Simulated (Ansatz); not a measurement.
# C2H3GaS: the cost of one run

Method: the settings change from run to run; program: Ansatz 0.2.0, Gaussian basis.

### 1 The molecule

An earlier PBE0-D4 in a triple-zeta def2 set relaxation fixed the geometry.

SMILES `C#[C][GaH][SH]`, 7 atoms, charge 0, spin multiplicity 1.

Atoms are counted from 1 here; the program's logs count them from 0.

Bond lengths: C1–C2 1.208 Å, C1–H5 1.067 Å, C2–Ga3 1.908 Å, Ga3–S4 2.192 Å, Ga3–H6 1.551 Å, S4–H7 1.343 Å. Angles: C2–C1–H5 179.8°, C1–C2–Ga3 179.4°, C2–Ga3–S4 116.6°, C2–Ga3–H6 124.5°, S4–Ga3–H6 119.0°, Ga3–S4–H7 93.9°.

### 2 r2SCAN/def2-mTZVP

Set apart from the defaults: charge -1, multiplicity 2, atoms shaken by 0.15 Å, D3(BJ) with three-body dispersion.

The input, in.yaml:

```yaml
crystal:
  periodic: [false, false, false]
  atoms:
    - {symbol: C, position_ang: [-1.631875, -1.004621, -0.499075]}
    - {symbol: C, position_ang: [-1.085887, -0.664044, 0.027158]}
    - {symbol: Ga, position_ang: [0.413247, 0.521660, 0.818730]}
    - {symbol: S, position_ang: [2.386495, 0.844125, -0.337620]}
    - {symbol: H, position_ang: [-2.426437, -1.445614, -1.019249]}
    - {symbol: H, position_ang: [0.821602, 0.652100, 2.478439]}
    - {symbol: H, position_ang: [1.165212, 0.864128, -1.586855]}
basis:
  gaussian: {orbitals: def2-mTZVP}
total_charge: -1
magnetization: {spin_polarized: true, initial_magnetization: 1}
hamiltonian: {xc: {name: r2SCAN}, dispersion: d3bjatm}
```

The run is started by

```
$ ansatz run in.yaml --threads 2 --pin off --events-out ev --progress --plain --max-ram 4352MiB
```

Q: Estimate wall time and peak memory on 2 threads of Arm Neoverse V1, shared host.

About 12 s, with a peak of 0.27 GiB.
